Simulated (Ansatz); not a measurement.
What does this script print? It uses Ansatz 0.2.0 through its Python package.

The script reads `licl.cif`:
```cif
data_LiCl
_cell_length_a 3.627133
_cell_length_b 3.627133
_cell_length_c 3.627133
_cell_angle_alpha 60.00000
_cell_angle_beta 60.00000
_cell_angle_gamma 60.00000
_symmetry_space_group_name_H-M 'P 1'
_symmetry_Int_Tables_number 1
loop_
_symmetry_equiv_pos_as_xyz
'x, y, z'
loop_
_atom_site_label
_atom_site_type_symbol
_atom_site_fract_x
_atom_site_fract_y
_atom_site_fract_z
Li1 Li    0.000000    0.000000    0.000000
Cl2 Cl    0.500000    0.500000    0.500000
```

`licl_scf.py`
```python
"""Single point of LiCl."""

import ansatz as az
from ase.io import read
import numpy as np
import pandas as pd

FILLING = "fixed"
KMESH = (5, 5, 5)
XC = "r2scan"


def main() -> None:
    atoms = read("licl.cif")
    cell = az.Crystal.from_ase(atoms)

    # settings of the run
    calculation = (
        cell.calculation()
        .occupations(FILLING)
        .kpoints(*KMESH)  # sampling of the Brillouin zone
        .pseudopotentials("paw")
        .functional(XC)
        .stress()  # GPa
        .forces()  # minus the gradient of the free energy
    )
    result = calculation.run(threads=1)
    r = result.report

    n_atoms = len(r["lattice"]["sites"])
    print("F =", round(r["free_energy_ev"], 4), "eV for", n_atoms, "atoms")
    print("E(sigma -> 0) =", round(r["energy_sigma0_ev"], 4), "eV, TS =", round(r["entropy_ts_ev"], 5), "eV")
    print("closed by", r["closed_by"], "after", r["n_iterations"], "iterations")

    print(len(r["kpoints_frac"]), "irreducible k-points (fractions, weight)")
    for k, weight in list(zip(r["kpoints_frac"], r["kweights"]))[:12]:
        print("  {:8.4f} {:8.4f} {:8.4f}".format(*k), f"{weight:10.6f}")

    # pressure is a third of the trace
    sigma = r["stress_gpa"]
    voigt = [sigma[0][0], sigma[1][1], sigma[2][2], sigma[1][2], sigma[0][2], sigma[0][1]]
    print("stress xx yy zz yz xz xy (GPa, compression positive):", " ".join(f"{s:.3f}" for s in voigt))
    print("P =", round(10 * float(np.mean(voigt[:3])), 2), "kbar")

    # forces in eV per angstrom
    table = pd.DataFrame(r["forces_ev_ang"], columns=["fx", "fy", "fz"])
    table.insert(0, "atom", [site["symbol"] for site in r["lattice"]["sites"]])
    print(table.round(4).to_string())


if __name__ == "__main__":
    main()
```

Running `python licl_scf.py` prints:
```text
DeckWarning: basis.ecutwfc = 500 eV, auto-derived from the records' recommended cutoffs: set by Li (their level for a meta-GGA)
F = -1292.792 eV for 2 atoms
E(sigma -> 0) = -1292.792 eV, TS = 0.0 eV
closed by deck_thresholds after 6 iterations
10 irreducible k-points (fractions, weight)
    0.0000   0.0000   0.0000   0.008000
    0.0000   0.0000   0.2000   0.064000
    0.0000   0.0000   0.4000   0.064000
    0.0000   0.2000   0.2000   0.048000
    0.0000   0.2000   0.4000   0.192000
    0.0000   0.2000  -0.4000   0.192000
    0.0000   0.2000  -0.2000   0.096000
    0.0000   0.4000   0.4000   0.048000
    0.0000   0.4000  -0.4000   0.096000
    0.2000   0.4000  -0.4000   0.192000
stress xx yy zz yz xz xy (GPa, compression positive): -0.324 -0.324 -0.324 -0.000 0.000 0.000
P = -3.24 kbar
  atom   fx   fy   fz
0   Li -0.0  0.0 -0.0
1   Cl -0.0 -0.0  0.0
```
(Warnings from the package without file and line.)

Notes:
- Total energies depend on the potentials; only differences at equal settings carry meaning. A total without «per atom» is that of the cell as typed.
- The k-point mesh is coarse, and energy and stress weren't tested for convergence.
- Of the deposited cell: the entry's cell lengths or inner coordinates differ somewhat from later room-temperature determinations.
- The structure is a deposited one; some such entries were measured under pressure or heat, so a shift against it needn't be the functional's error alone.
- Hardware and time: 2.4 s on 1 thread of Arm Neoverse V1 (shared host), peak memory 0.48 GiB.

(Lines on the test bed's own set-up are left out of the output.)
